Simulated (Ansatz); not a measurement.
# C3H7ClSi: a ladder of functionals and wavefunction methods

One table from this session's results is given with a row withheld; the runs are named, their logs left out.

Program: Ansatz 0.2.0, Gaussian basis. Level of theory: functionals in def2-TZVPP, the program's frozen cores in correlated methods. These are calculated values, not measurements.

Levels to be run: LDA (SPW92), PBE-D4, revPBE-D4, BLYP-D4, r2SCAN-D4, B97M-V, PBE0-D4, B3LYP-D4, r2SCANh-D4, r2SCAN0-D4, HSE06-D4, BHLYP-D4, CAM-B3LYP-D4, LC-ωPBE, ωB97X-V, ωB97M-V, B2PLYP, PBE-QIDH; CCSD(T)/def2-SVP; CCSD(T)/def2-TZVPP; MP2/def2-QZVPP; extrapolation to the limit; RPA on PBE.

### Structure used throughout

All runs share one geometry, relaxed beforehand with PBE0-D4 in a triple-zeta def2 set.

SMILES `CC(C)[Si]Cl`, 12 atoms, charge 0, spin multiplicity 1.

Atoms are counted from 1 here; the program's logs count them from 0.

Bond lengths: C1–C2 1.521 Å, C1–H6 1.092 Å, C1–H7 1.095 Å, C1–H8 1.093 Å, C2–C3 1.534 Å, C2–Si4 1.903 Å, C2–H9 1.100 Å, C3–H10 1.094 Å, C3–H11 1.097 Å, C3–H12 1.093 Å, Si4–Cl5 2.094 Å. Angles: C2–C1–H6 110.9°, C2–C1–H7 110.8°, C2–C1–H8 112.1°, H6–C1–H7 107.8°, H6–C1–H8 107.6°, H7–C1–H8 107.4°, C1–C2–C3 112.0°, C1–C2–Si4 118.1°, C1–C2–H9 109.2°, C3–C2–Si4 105.2°, C3–C2–H9 107.9°, Si4–C2–H9 103.8°, C2–C3–H10 110.6°, C2–C3–H11 112.9°, C2–C3–H12 110.7°, H10–C3–H11 106.8°, H10–C3–H12 108.0°, H11–C3–H12 107.6° and more.

Set-up of the first run:

The input, in.yaml:

```yaml
crystal:
  periodic: [false, false, false]
  atoms:
    - {symbol: C, position_ang: [-0.701189, 0.413059, 1.067641]}
    - {symbol: C, position_ang: [-0.130271, -0.587792, 0.075205]}
    - {symbol: C, position_ang: [1.265577, -0.180557, -0.414320]}
    - {symbol: Si, position_ang: [-1.126535, -0.949310, -1.505786]}
    - {symbol: Cl, position_ang: [-1.541999, 1.007182, -2.127204]}
    - {symbol: H, position_ang: [-0.810585, 1.398075, 0.608453]}
    - {symbol: H, position_ang: [-0.042119, 0.520470, 1.935647]}
    - {symbol: H, position_ang: [-1.683982, 0.109386, 1.438143]}
    - {symbol: H, position_ang: [-0.044045, -1.570249, 0.561702]}
    - {symbol: H, position_ang: [1.977670, -0.173454, 0.416679]}
    - {symbol: H, position_ang: [1.668743, -0.863545, -1.172149]}
    - {symbol: H, position_ang: [1.245837, 0.821638, -0.849710]}
basis:
  gaussian: {orbitals: def2-TZVPP}
hamiltonian: {xc: lda}
output: {orbitals: {seedname: orbitals}}
```

On the command line:

```bash
$ ansatz run in.yaml --threads 4 --pin off --events-out ev --progress --plain --max-ram 10444MiB
```

Steps of the session up to this table: LDA; PBE-D4 (GGA); revPBE-D4 (GGA); BLYP-D4 (GGA); r2SCAN-D4 (meta-GGA); B97M-V (meta-GGA); PBE0-D4 (hybrid); B3LYP-D4 (hybrid); r2SCANh-D4 (hybrid); r2SCAN0-D4 (hybrid); HSE06-D4 (hybrid); BHLYP-D4 (hybrid); CAM-B3LYP-D4 (range-separated); LC-ωPBE (range-separated); ωB97X-V (range-separated); ωB97M-V (range-separated); B2PLYP (double hybrid); PBE-QIDH (double hybrid).

One of the session's tables, all rows but one given; the rest of the session is left out.

It belongs to the step «Orbital energies across the functionals». 

```
  functional  HOMO (eV)  LUMO (eV)  gap (eV)
 LDA (SPW92)      -5.46      -3.43      2.03
      PBE-D4      -5.36      -3.24      2.12
   revPBE-D4      -5.31      -3.16      2.16
     BLYP-D4      -5.24      -3.08      2.16
   r2SCAN-D4      -5.56      -3.15      2.41
      B97M-V      -5.64      -3.09      2.55
     PBE0-D4      -6.43      -2.43      4.01
    B3LYP-D4          ?          ?         ?
  r2SCANh-D4      -5.95      -2.84      3.12
  r2SCAN0-D4      -6.55      -2.38      4.18
    HSE06-D4      -6.04      -2.81      3.23
    BHLYP-D4      -7.41      -1.48      5.93
CAM-B3LYP-D4      -7.72      -1.33      6.39
     LC-ωPBE      -8.98      -0.26      8.73
     ωB97X-V      -8.67      -0.34      8.33
     ωB97M-V      -8.51      -0.46      8.05
```

Estimate the missing values for B3LYP-D4.

Worked estimate for «HOMO (eV)». Against the share of exact exchange, BLYP-D4 (0, -5.24), BHLYP-D4 (0.5, -7.41) give a slope of -4.34 per unit share; at 0.2 the line stands at -6.11.

The run gave: HOMO (eV): -6.26; LUMO (eV): -2.60; gap (eV): 3.66. In «HOMO (eV)» the line misses by +0.15.
